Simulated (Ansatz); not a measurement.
# C2H4SSi: how energies converge with the basis set

One table from this session's results is given with a row withheld; the runs are named, their logs left out.

Computed with Ansatz 0.2.0, Gaussian basis. Level: one geometry, several basis sets.

Levels to be run: PBE0-D4/def2-SVP; ωB97M-V/def2-SVP; PBE0-D4/def2-QZVPP; ωB97M-V/def2-QZVPP; the functionals' def2-TZVPP values are taken from earlier runs.

### Structure used throughout

All runs share one geometry, relaxed beforehand with PBE0-D4 in a triple-zeta def2 set.

8 atoms, charge 0, spin multiplicity 1.

Atoms are counted from 1 here; the program's logs count them from 0.

Bond lengths: Si1–C2 1.833 Å, Si1–H5 1.484 Å, Si1–H6 1.483 Å, Si1–H7 1.483 Å, C2–C3 1.281 Å, C2–S4 1.900 Å, C3–S4 1.787 Å, C3–H8 1.077 Å. Angles: C2–Si1–H5 108.7°, C2–Si1–H6 108.5°, C2–Si1–H7 108.5°, H5–Si1–H6 110.6°, H5–Si1–H7 110.6°, H6–Si1–H7 109.7°, Si1–C2–C3 159.5°, Si1–C2–S4 135.6°, C3–C2–S4 65.0°, C2–C3–S4 74.5°, C2–C3–H8 147.9°, S4–C3–H8 137.6°, C2–S4–C3 40.5°.

Set-up of the first run:

Input file in.yaml:

```yaml
crystal:
  periodic: [false, false, false]
  atoms:
    - {symbol: Si, position_ang: [0.040621, 1.231386, -0.370621]}
    - {symbol: C, position_ang: [0.053478, -0.513184, 0.190672]}
    - {symbol: C, position_ang: [-0.276919, -1.747834, 0.278698]}
    - {symbol: S, position_ang: [1.067654, -1.530706, 1.434819]}
    - {symbol: H, position_ang: [-1.023836, 1.396112, -1.391630]}
    - {symbol: H, position_ang: [-0.220306, 2.102029, 0.801190]}
    - {symbol: H, position_ang: [1.369682, 1.551798, -0.945235]}
    - {symbol: H, position_ang: [-0.918274, -2.546701, -0.053692]}
basis:
  gaussian: {orbitals: def2-SVP}
hamiltonian: {xc: pbe0, dispersion: d4}
output: {orbitals: {seedname: orbitals}}
```

On the command line:

```sh
$ ansatz run in.yaml --threads 2 --pin off --events-out ev --progress --plain --max-ram 4352MiB
```

Steps of the session up to this table: PBE0-D4 in def2-SVP; ωB97M-V in def2-SVP; PBE0-D4 in def2-QZVPP; ωB97M-V in def2-QZVPP.

One of the session's tables, all rows but one given; the rest of the session is left out.

| functional | basis | HOMO (eV) |
| --- | --- | --- |
| PBE0-D4 | def2-SVP | -5.53 |
| PBE0-D4 | def2-TZVPP | -5.66 |
| PBE0-D4 | def2-QZVPP | ? |
| ωB97M-V | def2-SVP | -7.68 |
| ωB97M-V | def2-TZVPP | -7.83 |
| ωB97M-V | def2-QZVPP | -7.88 |

Q: Estimate the row for PBE0-D4, def2-QZVPP from the others.

The run gave: HOMO (eV): -5.71. In the column «HOMO (eV)» it lies between ωB97M-V, def2-SVP (-7.68) and PBE0-D4, def2-TZVPP (-5.66).
